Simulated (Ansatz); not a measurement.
# AlAs: a point defect seen from the nuclei (O on an As site), part 2 of 2

How do the nuclei near a point defect see it? The defect is O on an As site in AlAs (cell charge +1), first unrelaxed. The cell is a supercell built from a structure deposited in the COD. Planned: a single point, then a relaxation.

Ansatz 0.2.0; DFT, PBE, plane-wave PAW, default files, scalar-relativistic. Earlier steps stand in the parts before.

## Step 3: Ions relaxed

input.yaml

```yaml
crystal:
  lattice:
    - [0.0, 8.4912, 8.4912]
    - [8.4912, 0.0, 8.4912]
    - [8.4912, 8.4912, 0.0]
  atoms:
    - { symbol: Al, position: [0.0, 0.0, 0.0] }
    - { symbol: Al, position: [0.0, 0.0, 0.3333333333] }
    - { symbol: Al, position: [0.0, 0.0, 0.6666666667] }
    - { symbol: Al, position: [0.0, 0.3333333333, 0.0] }
    - { symbol: Al, position: [0.0, 0.3333333333, 0.3333333333] }
    - { symbol: Al, position: [0.0, 0.3333333333, 0.6666666667] }
    - { symbol: Al, position: [0.0, 0.6666666667, 0.0] }
    - { symbol: Al, position: [0.0, 0.6666666667, 0.3333333333] }
    - { symbol: Al, position: [0.0, 0.6666666667, 0.6666666667] }
    - { symbol: Al, position: [0.3333333333, 0.0, 0.0] }
    - { symbol: Al, position: [0.3333333333, 0.0, 0.3333333333] }
    - { symbol: Al, position: [0.3333333333, 0.0, 0.6666666667] }
    - { symbol: Al, position: [0.3333333333, 0.3333333333, 0.0] }
    - { symbol: Al, position: [0.3333333333, 0.3333333333, 0.3333333333] }
    - { symbol: Al, position: [0.3333333333, 0.3333333333, 0.6666666667] }
    - { symbol: Al, position: [0.3333333333, 0.6666666667, 0.0] }
    - { symbol: Al, position: [0.3333333333, 0.6666666667, 0.3333333333] }
    - { symbol: Al, position: [0.3333333333, 0.6666666667, 0.6666666667] }
    - { symbol: Al, position: [0.6666666667, 0.0, 0.0] }
    - { symbol: Al, position: [0.6666666667, 0.0, 0.3333333333] }
    - { symbol: Al, position: [0.6666666667, 0.0, 0.6666666667] }
    - { symbol: Al, position: [0.6666666667, 0.3333333333, 0.0] }
    - { symbol: Al, position: [0.6666666667, 0.3333333333, 0.3333333333] }
    - { symbol: Al, position: [0.6666666667, 0.3333333333, 0.6666666667] }
    - { symbol: Al, position: [0.6666666667, 0.6666666667, 0.0] }
    - { symbol: Al, position: [0.6666666667, 0.6666666667, 0.3333333333] }
    - { symbol: Al, position: [0.6666666667, 0.6666666667, 0.6666666667] }
    - { symbol: O, position: [0.0833333333, 0.0833333333, 0.0833333333] }
    - { symbol: As, position: [0.0833333333, 0.0833333333, 0.4166666667] }
    - { symbol: As, position: [0.0833333333, 0.0833333333, 0.75] }
    - { symbol: As, position: [0.0833333333, 0.4166666667, 0.0833333333] }
    - { symbol: As, position: [0.0833333333, 0.4166666667, 0.4166666667] }
    - { symbol: As, position: [0.0833333333, 0.4166666667, 0.75] }
    - { symbol: As, position: [0.0833333333, 0.75, 0.0833333333] }
    - { symbol: As, position: [0.0833333333, 0.75, 0.4166666667] }
    - { symbol: As, position: [0.0833333333, 0.75, 0.75] }
    - { symbol: As, position: [0.4166666667, 0.0833333333, 0.0833333333] }
    - { symbol: As, position: [0.4166666667, 0.0833333333, 0.4166666667] }
    - { symbol: As, position: [0.4166666667, 0.0833333333, 0.75] }
    - { symbol: As, position: [0.4166666667, 0.4166666667, 0.0833333333] }
    - { symbol: As, position: [0.4166666667, 0.4166666667, 0.4166666667] }
    - { symbol: As, position: [0.4166666667, 0.4166666667, 0.75] }
    - { symbol: As, position: [0.4166666667, 0.75, 0.0833333333] }
    - { symbol: As, position: [0.4166666667, 0.75, 0.4166666667] }
    - { symbol: As, position: [0.4166666667, 0.75, 0.75] }
    - { symbol: As, position: [0.75, 0.0833333333, 0.0833333333] }
    - { symbol: As, position: [0.75, 0.0833333333, 0.4166666667] }
    - { symbol: As, position: [0.75, 0.0833333333, 0.75] }
    - { symbol: As, position: [0.75, 0.4166666667, 0.0833333333] }
    - { symbol: As, position: [0.75, 0.4166666667, 0.4166666667] }
    - { symbol: As, position: [0.75, 0.4166666667, 0.75] }
    - { symbol: As, position: [0.75, 0.75, 0.0833333333] }
    - { symbol: As, position: [0.75, 0.75, 0.4166666667] }
    - { symbol: As, position: [0.75, 0.75, 0.75] }
total_charge: 1
kpoints:
  mp_grid: { grid: [2, 2, 2] }
scf:
  occupations: { method: fermi_dirac, width: 0.01 }
hamiltonian:
  xc: pbe
  pseudopotentials: { kind: paw }
output:
  forces: true
  stress: true
  populations: true
  efg:
    quadrupole_moments_barn: { Al: 0.1466, O: -0.02558, As: 0.311 }
    contact_densities: true
  write_density: true
  write_potential: true
  elf: true
  volumetric_format: npy
relax:
  f_tol: 0.03
  max_steps: 40
```

Started as:

```
ansatz run input.yaml --threads 4 --pin off --max-ram 8192MiB --backend cpu --events-out ev --progress --plain --runs-dir out
```

Standard output:

```text
[... 1 line left out ...]
Warning: RAYON_NUM_THREADS=4 ignored (pool sized by the plan → 4); use --threads N
Engine: ansatz 0.2.0, aarch64-unknown-linux-gnu
Pseudopotentials: kind: paw
Pseudopotential: Al, paw, valence charge 3, recommended cutoff 420 eV (normal), Al.paw.azcp
Pseudopotential: O, paw, valence charge 6, recommended cutoff 420 eV (normal), O.paw.azcp
Pseudopotential: As, paw, valence charge 15, recommended cutoff 420 eV (normal), As.paw.azcp
Functional definition: PBE
  parameter kappa = 0.804
  parameter beta = 0.06672455060314922
  exchange = pbe_x(kappa = kappa, mu = beta*pi^2/3)
  correlation = pbe_c(beta = beta)
Crystal: 54 atoms, lattice volume = 1224.439 Å³
Basis set: ecut = 420 eV, 23973 PW (Γ), exchange–correlation on 162×162×162 points (8 copies of the dense FFT grid, shifted against one another)
Bands: 292, of which v1, the nominal top of the filled ones, is band 238 counted from 1 (237 counted from 0)
Symmetry: 24 space group operations
Space group: F-43m (ITA 216), of the structure as read, at distance tolerance 1.1e-4 Å
k-points: 3 of 8
Non-local potential: Al, projectors of the file, l = 0: 2, l = 1: 2, l = 2: 1
Non-local potential: O, projectors of the file, l = 0: 2, l = 1: 2, l = 2: 1
Non-local potential: As, projectors of the file, l = 0: 2, l = 1: 2, l = 2: 3, l = 3: 1
PAW form: soft (Blöchl's): semilocal exchange-correlation on the pseudo side does not see the compensation charge
PAW one-centre angular grid: Al, 110 points (default); XC on 64 Gauss nodes
PAW one-centre angular grid: O, 110 points (default); XC on 64 Gauss nodes
PAW one-centre angular grid: As, 590 points (default); XC on 64 Gauss nodes
Initial density: superposition of atomic densities (neutral atoms scaled as one to the charged cell's electrons: chi_scale 0, normalization atom), corrected by the library's trained network
Initial wavefunctions: pseudopotential atomic-orbital guess
Functional: x = pbe(κ = 0.804, μ = 0.2195149727645171), c = pbe(β = 0.06672455060314922)
SCF iter   1: F=—  HF=-141370.216254 eV  |F-HF|=—  |Δ(HF+E_count)|=         —  Δρ=4.15e-3  dr2=3.13e-1  ethr=1.77e-3  ⟨swp⟩=6.3  Hψ=3446  notcnv=0  defer=19
preconditioner: auto → Resta (q_TF=auto, 2.331 Å⁻¹)  ε∞=4.5  [insulator: Δε(μ)=0.909 eV  Ē_g=8.338 eV  σ=0.010 eV  W_gap=1.00  n_scr=258 (ndim 8)  ℏωp=15.5 eV  f_vac=0.004  D(μ)=0.00/eV (n_scr^D=0)  ε∞_Penn≈4.5]
SCF iter   2: F=—  HF=-141370.125458 eV  |F-HF|=—  |Δ(HF+E_count)|=   9.08e-2  Δρ=2.01e-3  dr2=7.78e-2  ethr=6.57e-5  ⟨swp⟩=3.0  Hψ=1743  notcnv=0  defer=141
SCF iter   3: F=—  HF=-141370.098687 eV  |F-HF|=—  |Δ(HF+E_count)|=   2.68e-2  Δρ=7.38e-4  dr2=1.09e-2  ethr=1.63e-5  ⟨swp⟩=4.0  Hψ=1487  notcnv=0  defer=141
SCF iter   4: F=—  HF=-141370.093714 eV  |F-HF|=—  |Δ(HF+E_count)|=   4.97e-3  Δρ=1.84e-4  dr2=1.38e-3  ethr=2.30e-6  ⟨swp⟩=2.0  Hψ=1516  notcnv=0  defer=141
SCF iter   5: F=—  HF=-141370.093532 eV  |F-HF|=—  |Δ(HF+E_count)|=   1.82e-4  Δρ=7.93e-5  dr2=1.15e-4  ethr=2.89e-7  ⟨swp⟩=2.7  Hψ=1369  notcnv=0  defer=141
SCF iter   6: F=-141370.093517 eV  HF=-141370.093518 eV  |F-HF|=8.47e-7  |Δ(HF+E_count)|=   1.41e-5  Δρ=1.75e-5  dr2=4.38e-6  ethr=4.73e-9  ⟨swp⟩=7.3  Hψ=5756  notcnv=0
SCF 1 converged in 6 iterations: F = -141370.093517 eV  dr2 = 4.38e-6
relax step   1: F+E_penalty+E_count = -141370.09351709 eV  Δ(F+E_penalty+E_count) = +0.000e0 eV  max|allowed force component| = 7.414e-1 eV/Å  Δτ_max = 0.0000 Å  (6 SCF iters, dr2 threshold 2.25e-5 eV, accepted)
[... 11 lines left out ...]
relax step   2: F+E_penalty+E_count = -141370.91131069 eV  Δ(F+E_penalty+E_count) = -8.178e-1 eV  max|allowed force component| = 2.716e-1 eV/Å  Δτ_max = 0.1956 Å  (6 SCF iters, dr2 threshold 3.44e-5 eV, accepted)
[... 17 lines left out ...]
relax step   4: F+E_penalty+E_count = -141371.00640475 eV  Δ(F+E_penalty+E_count) = -3.132e-3 eV  max|allowed force component| = 1.341e-2 eV/Å  Δτ_max = 0.0094 Å  (6 SCF iters, accepted)
NSCF: frozen V_eff on 3 k-points
[... 1 line left out ...]
SCF converged after 6 iterations
Free energy (F): -141371.006405 eV
[... 80 lines left out ...]
  atom  30  As V_zz =    +7.207610   η = 0.0524   by run symmetry: allowed   C_q = +54.2008 MHz
            electrostatic potential = -4513.092786 V   contact ρ = 235487.362453 e/Å³
  atom  31  As V_zz =    +7.207610   η = 0.0524   by run symmetry: allowed   C_q = +54.2008 MHz
            electrostatic potential = -4513.092786 V   contact ρ = 235487.362453 e/Å³
  atom  32  As V_zz =    -0.694442   η = 0.0000   by run symmetry: allowed   C_q = -5.2222 MHz
            electrostatic potential = -4513.266336 V   contact ρ = 235485.598208 e/Å³
  atom  33  As V_zz =    +7.207610   η = 0.0524   by run symmetry: allowed   C_q = +54.2008 MHz
            electrostatic potential = -4513.092786 V   contact ρ = 235487.362453 e/Å³
  atom  34  As V_zz =    +7.207610   η = 0.0524   by run symmetry: allowed   C_q = +54.2008 MHz
            electrostatic potential = -4513.092786 V   contact ρ = 235487.362453 e/Å³
  atom  35  As V_zz =    +7.207610   η = 0.0524   by run symmetry: allowed   C_q = +54.2008 MHz
            electrostatic potential = -4513.092786 V   contact ρ = 235487.362453 e/Å³
  atom  36  As V_zz =    -1.060382   η = 0.0000   by run symmetry: allowed   C_q = -7.9740 MHz
            electrostatic potential = -4513.241962 V   contact ρ = 235485.830515 e/Å³
  atom  37  As V_zz =    +7.207610   η = 0.0524   by run symmetry: allowed   C_q = +54.2008 MHz
            electrostatic potential = -4513.092786 V   contact ρ = 235487.362453 e/Å³
  atom  38  As V_zz =    -0.694442   η = 0.0000   by run symmetry: allowed   C_q = -5.2222 MHz
            electrostatic potential = -4513.266336 V   contact ρ = 235485.598208 e/Å³
  atom  39  As V_zz =    +7.207610   η = 0.0524   by run symmetry: allowed   C_q = +54.2008 MHz
            electrostatic potential = -4513.092786 V   contact ρ = 235487.362453 e/Å³
  atom  40  As V_zz =    -0.694442   η = 0.0000   by run symmetry: allowed   C_q = -5.2222 MHz
            electrostatic potential = -4513.266336 V   contact ρ = 235485.598208 e/Å³
  atom  41  As V_zz =    -0.694442   η = 0.0000   by run symmetry: allowed   C_q = -5.2222 MHz
            electrostatic potential = -4513.266336 V   contact ρ = 235485.598208 e/Å³
  atom  42  As V_zz =    -0.178508   η = 0.7944   by run symmetry: allowed   C_q = -1.3424 MHz
            electrostatic potential = -4513.318271 V   contact ρ = 235485.543563 e/Å³
  atom  43  As V_zz =    +7.207610   η = 0.0524   by run symmetry: allowed   C_q = +54.2008 MHz
            electrostatic potential = -4513.092786 V   contact ρ = 235487.362453 e/Å³
  atom  44  As V_zz =    -0.178508   η = 0.7944   by run symmetry: allowed   C_q = -1.3424 MHz
            electrostatic potential = -4513.318271 V   contact ρ = 235485.543563 e/Å³
  atom  45  As V_zz =    -0.178508   η = 0.7944   by run symmetry: allowed   C_q = -1.3424 MHz
            electrostatic potential = -4513.318271 V   contact ρ = 235485.543563 e/Å³
  atom  46  As V_zz =    +7.207610   η = 0.0524   by run symmetry: allowed   C_q = +54.2008 MHz
            electrostatic potential = -4513.092786 V   contact ρ = 235487.362453 e/Å³
  atom  47  As V_zz =    +7.207610   η = 0.0524   by run symmetry: allowed   C_q = +54.2008 MHz
            electrostatic potential = -4513.092786 V   contact ρ = 235487.362453 e/Å³
  atom  48  As V_zz =    -1.060382   η = 0.0000   by run symmetry: allowed   C_q = -7.9740 MHz
            electrostatic potential = -4513.241962 V   contact ρ = 235485.830515 e/Å³
  atom  49  As V_zz =    +7.207610   η = 0.0524   by run symmetry: allowed   C_q = +54.2008 MHz
            electrostatic potential = -4513.092786 V   contact ρ = 235487.362453 e/Å³
  atom  50  As V_zz =    -0.178508   η = 0.7944   by run symmetry: allowed   C_q = -1.3424 MHz
            electrostatic potential = -4513.318271 V   contact ρ = 235485.543563 e/Å³
  atom  51  As V_zz =    -0.178508   η = 0.7944   by run symmetry: allowed   C_q = -1.3424 MHz
            electrostatic potential = -4513.318271 V   contact ρ = 235485.543563 e/Å³
  atom  52  As V_zz =    -1.060382   η = 0.0000   by run symmetry: allowed   C_q = -7.9740 MHz
            electrostatic potential = -4513.241962 V   contact ρ = 235485.830515 e/Å³
  atom  53  As V_zz =    -0.178508   η = 0.7944   by run symmetry: allowed   C_q = -1.3424 MHz
            electrostatic potential = -4513.318271 V   contact ρ = 235485.543563 e/Å³
  atom  54  As V_zz =    -1.060382   η = 0.0000   by run symmetry: allowed   C_q = -7.9740 MHz
            electrostatic potential = -4513.241962 V   contact ρ = 235485.830515 e/Å³
--- Band table (eV) ---
[... 3 lines left out ...]
--- Relaxed structure (4 steps of the walk, 4 accepted, 0 SCFs on fresh bases) ---
  F+E_penalty+E_count = -141371.00640475 eV   max|allowed force component| = 1.341e-2 eV/Å
  atoms:
[... 54 lines left out ...]
--- Löwdin populations: 54 sites ---
  site symbol       q [e]
[... 54 lines left out ...]
  spilling = 0.002927 (of n_electrons = 476.000000)
```

Run time: 94 s. Hardware: 4 threads of Arm Neoverse V2, shared host; peak memory 5.3 GiB.

Step by step:

| step | energy change (eV) | largest force component (eV/Å) |
| --- | --- | --- |
| 1 | 0.0000 | 0.741 |
| 2 | -0.8178 | 0.272 |
| 3 | -0.9098 | 0.049 |
| 4 | -0.9129 | 0.013 |

Atom 1 and its like (Al) moved farthest, 0.274 Å; the mean move was 0.042 Å.

The run ends with gap on the mesh 0.18 eV, largest force 0.023 eV/Å, pressure 1.2 GPa.

Beside the values of step 2 (V_zz in 10²¹ V/m²):

| site | atoms | V_zz, PBE | V_zz, PBE relaxed | η, PBE | η, PBE relaxed |
| --- | --- | --- | --- | --- | --- |
| O | 28 | 0.00 | 0.00 | – | – |
| Al1 | 1, 2, 4, … | 4.68 | 3.24 | 0.00 | 0.00 |
| As29 | 29, 30, 31, … | 3.80 | 7.21 | 0.20 | 0.05 |
| Al5 | 5, 6, 8, … | -0.13 | 0.21 | 0.79 | 0.68 |
| As42 | 42, 44, 45, … | -0.24 | -0.18 | 0.22 | 0.79 |
| Al3 | 3, 7, 9, … | -0.28 | -0.94 | 0.64 | 0.31 |
| As36 | 36, 48, 52, … | -0.69 | -1.06 | 0.00 | 0.00 |
| As32 | 32, 38, 40, … | -0.61 | -0.69 | 0.00 | 0.00 |
| Al18 | 18, 24, 26, … | 0.029 | 0.23 | 0.00 | 0.00 |
| Al14 | 14 | 0.00 | 0.00 | – | – |

The printed gradients, by site:

| site | atoms | distance from the defect (Å) | V_zz (10²¹ V/m²) | η | C_Q (MHz) |
| --- | --- | --- | --- | --- | --- |
| O | 28 | 0.00 | 0.00 | – | 0 (¹⁷O) |
| Al1 | 1, 2, 4, 10 | 2.18 | 3.24 | 0.00 | 11.5 (²⁷Al) |
| As29 | 29, 30, 31, 33, … | 3.93 | 7.21 | 0.05 | 54.2 (⁷⁵As) |
| Al5 | 5, 6, 8, 11, … | 4.70 | 0.21 | 0.68 | 0.732 (²⁷Al) |
| As42 | 42, 44, 45, 50, … | 5.66 | -0.18 | 0.79 | -1.34 (⁷⁵As) |
| Al3 | 3, 7, 9, 19, … | 6.17 | -0.94 | 0.31 | -3.34 (²⁷Al) |
| As32 | 32, 38, 40, 41 | 6.93 | -0.69 | 0.00 | -5.22 (⁷⁵As) |
| As36 | 36, 48, 52, 54 | 6.93 | -1.06 | 0.00 | -7.97 (⁷⁵As) |
| Al14 | 14 | 7.35 | 0.00 | – | 0 (²⁷Al) |
| Al18 | 18, 24, 26, 27 | 7.36 | 0.23 | 0.00 | 0.806 (²⁷Al) |

Direction of the V_zz axis (Cartesian unit vector):

| site | atom | x | y | z |
| --- | --- | --- | --- | --- |
| Al1 | 1 | 0.58 | 0.58 | 0.58 |
| Al3 | 3 | 0.71 | -0.71 | 0.00 |
| Al5 | 5 | 0.00 | -0.71 | 0.71 |
| Al18 | 18 | -0.58 | 0.58 | 0.58 |
| As29 | 29 | 0.71 | 0.71 | 0.04 |
| As32 | 32 | -0.58 | 0.58 | 0.58 |
| As36 | 36 | 0.58 | -0.58 | -0.58 |
| As42 | 42 | -0.71 | 0.71 | 0.00 |

The sizes of the gradients above 0.15 moved by 51 % in the median, over a factor of two at the site with the largest relative rise or fall (small gradients counted from 0.15; Al3, -0.28 to -0.94), with a change of sign at Al5.

## Step 4: Simulated spectra, from step 3

⁷⁵As (I = 3/2, Q = 311.0 mb) at 23.5 T, Larmor frequency 171.9 MHz. Second-order quadrupolar shifts of the central transition; chemical shifts are not computed, so all sites share one zero.

| site | count | C_Q (MHz) | η | ν_Q (MHz) | δ_QIS (ppm) |
| --- | --- | --- | --- | --- | --- |
| As29 | 12 | 54.2 | 0.05 | 27.1 | -2487.6 |
| As42 | 6 | -1.34 | 0.79 | 0.671 | -1.8 |
| As32 | 4 | -5.22 | 0.00 | 2.61 | -23.1 |
| As36 | 4 | -7.97 | 0.00 | 3.99 | -53.8 |

⁷⁵As central transition, static powder:

(kHz, intensity): (-1628.6, 0), (-1516.1, 4), (-1403.6, 14), (-1291.1, 13), (-1178.6, 9), (-1066.1, 7), (-953.5, 6), (-841.0, 6), (-728.5, 6), (-616.0, 5), (-503.5, 5), (-391.0, 5), (-278.5, 5), (-165.9, 5), (-53.4, 100), (59.1, 76), (171.6, 4), (284.1, 4), (396.6, 5), (509.1, 6), (621.7, 7), (734.2, 12), (846.7, 5), (959.2, 0)

## Step 5: Summary of results

What follows sums up all 2 parts.

| quantity | value |
| --- | --- |
| state (step 3) | gap on the mesh 0.18 eV, largest force 0.023 eV/Å, pressure 1.2 GPa |
| V_zz by site, step 3 (10²¹ V/m²) | O 0.00, Al1 3.24, As29 7.21, Al5 0.21, As42 -0.18, Al3 -0.94, As32 -0.69, As36 -1.06, … |
| largest C_Q in size, step 3 | 54.2 MHz, ⁷⁵As at As29 |
| step 3 (ions relaxed) against step 2 | 51 % in the median, over a factor of two at the site with the largest relative rise or fall (small gradients counted from 0.15; Al3, -0.28 to -0.94), with a change of sign at Al5 |

**Reading.** The largest gradient sits at As29 (4 Al at 2.45–2.52 Å). The runs allow no spin. The relaxation kept the symmetry F-43m, so a distorted place of lower energy may have been missed. Moves of at most 0.27 Å on relaxation changed gradients by over a factor of two in size at the worst site (51 % in the median) (gradients over 0.15 counted), so at some sites the starting positions were a poor guide. At 23.5 T the ⁷⁵As line of the largest coupling listed spans about 2300 kHz, too broad for magic-angle spinning to narrow; it calls for wide-line methods. The defect repeats with the cell of 54 atoms, so it feels its images: sites between two images don't show the values beside a lone defect, and zeros or small values of η there can come from the images' arrangement. The relaxation keeps the site symmetry -43m of the start, so the impurity can't leave its site; a start off the site could end lower. A uniform background compensates the cell's charge. With a gap of 0.2 eV on this mesh, small gradients can still move by 0.1 × 10²¹ V/m² or more as the k-mesh gets denser.

The gaps are Kohn-Sham values of a semilocal functional, not quasiparticle or optical gaps. Such gaps usually fall short of the measured ones. In a charged cell the pressure and stress hold a term of the neutralising background, so they aren't those of the solid.
